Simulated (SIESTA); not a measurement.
Crystal: CuSn3.

```
CELL_PARAMETERS angstrom
-2.23990 2.23990 4.87070
2.23990 -2.23990 4.87070
2.23990 2.23990 -4.87070
ATOMIC_POSITIONS crystal
Sn 0.50000 0.50000 0.00000
Sn 0.25000 0.75000 0.50000
Sn 0.75000 0.25000 0.50000
Cu 0.00000 0.00000 0.00000
```

The cell comes from a database or a generator and needn't be the stable form of this composition.

Base run:

```yaml
Program: SIESTA 5.4.2
Functional: PBE
Potentials_or_basis: PseudoDojo 0.4 standard (PBE files)
Basis: DZP (energy shift 0.003 Ry; two zetas on semicore shells)
Grid_cutoff: 800 Ry
Energy_shift: 0.003 Ry
k_mesh: 8 × 8 × 8
Occupations: fermi-dirac, width 0.05 eV
Spin: no spin polarisation
```

Its results: band gap on the k mesh none (metal or under the smearing width); pressure -0.6 GPa.

Task: The run is repeated on the same cell with these changes: functional from PBE to LDA; potentials or basis from PseudoDojo 0.4 standard (PBE files) to PseudoDojo 0.4 standard (LDA files). What comes out?

Result: Band gap on the k mesh none (metal or under the smearing width); pressure -5.4 GPa.

Caveats: short orbitals over semicore shells can move pressures by several GPa; the basis of atomic orbitals isn't converged, which shifts pressures, moduli and gaps.

Not every run made on this cell is shown here.
